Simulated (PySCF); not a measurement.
# C3H9Sb: the cost of one run

The runs use PySCF 2.14.0; levels as typed in each script, gas phase, geometry from GFN2-xTB.

## (1) Starting geometry

SMILES `C[Sb](C)C`, 13 atoms, charge 0, spin multiplicity 1.

Bond lengths: C1–Sb2 2.169 Å, C1–H5 1.085 Å, C1–H6 1.083 Å, C1–H7 1.084 Å, Sb2–C3 2.169 Å, Sb2–C4 2.169 Å, C3–H8 1.085 Å, C3–H9 1.087 Å, C3–H10 1.083 Å, C4–H11 1.085 Å, C4–H12 1.084 Å, C4–H13 1.083 Å. Angles: Sb2–C1–H5 109.7°, Sb2–C1–H6 109.9°, Sb2–C1–H7 109.9°, H5–C1–H6 109.2°, H5–C1–H7 109.2°, H6–C1–H7 108.9°, C1–Sb2–C3 93.1°, C1–Sb2–C4 93.2°, C3–Sb2–C4 93.2°, Sb2–C3–H8 109.7°, Sb2–C3–H9 109.7°, Sb2–C3–H10 109.9°, H8–C3–H9 109.6°, H8–C3–H10 109.2°, H9–C3–H10 108.7°, Sb2–C4–H11 109.7°, Sb2–C4–H12 109.9°, Sb2–C4–H13 109.9° and more.

Coordinates:

```
C     0.79546   -1.63827    0.74569
Sb   -0.00105    0.00067   -0.43154
C     1.02444    1.50359    0.74946
C    -1.81418    0.13096    0.75136
H     0.69078   -1.41390    1.80173
H     1.84350   -1.78370    0.51384
H     0.25598   -2.55109    0.51970
H     0.88815    1.29425    1.80498
H     0.62418    2.48723    0.51783
H     2.08253    1.49608    0.51778
H    -1.56415    0.11057    1.80663
H    -2.33684    1.05265    0.52460
H    -2.46488   -0.70420    0.52249
```

## (2) Density, bond paths and surface potential (B3LYP/def2-svpd)

input.py

```python
import numpy as np
from pyscf import gto, scf, dft
from pyscf.scf import atom_ks, atom_hf
from scipy.linalg import block_diag

def solve(mol, dm0=None, hcore=None):
    mf = (dft.UKS if mol.spin else dft.RKS)(mol, xc='b3lyp')
    mf.grids.level = 3
    mf = mf.density_fit(auxbasis='def2-universal-jkfit')
    mf.conv_tol, mf.max_cycle = 1e-8, 80
    if hcore is not None:
        mf.get_hcore = lambda *args: hcore
    mf.kernel(dm0)
    if not mf.converged:
        mf = mf.newton().run(mf.mo_coeff, mf.mo_occ, max_cycle=30)
    assert mf.converged, 'SCF not converged'
    return mf

mol = gto.M(atom='''
C      0.79546    -1.63827     0.74569
Sb    -0.00105     0.00067    -0.43154
C      1.02444     1.50359     0.74946
C     -1.81418     0.13096     0.75136
H      0.69078    -1.41390     1.80173
H      1.84350    -1.78370     0.51384
H      0.25598    -2.55109     0.51970
H      0.88815     1.29425     1.80498
H      0.62418     2.48723     0.51783
H      2.08253     1.49608     0.51778
H     -1.56415     0.11057     1.80663
H     -2.33684     1.05265     0.52460
H     -2.46488    -0.70420     0.52249
''', basis='def2-svpd', ecp={'Sb': 'def2-svpd'}, charge=0, spin=0, verbose=4)
mf = solve(mol)
mf.analyze()
# spherically averaged free atoms, for the promolecule
atom_ks.AtomSphAverageRKS.init_guess_by_vsap = lambda self, mol=None: self.init_guess_by_minao(mol)  # core potentials
atm = atom_ks.get_atm_nrks(mol, xc='b3lyp')
pro = block_diag(*[(atm[a[0]][2] * atm[a[0]][3]) @ atm[a[0]][2].T for a in mol._atom])
np.savez('result.npz', e=mf.e_tot, c=mf.mo_coeff, occ=mf.mo_occ, eps=mf.mo_energy, pro=pro, dip=mf.dip_moment(verbose=0), s2=mf.spin_square()[0])
```

Command:

```
$ OMP_NUM_THREADS=1 python input.py
```

Q: Estimate wall time and peak memory on 1 thread of Intel Xeon 6975P-C (Granite Rapids), shared host.

About 15 s, with a peak of 0.64 GiB.
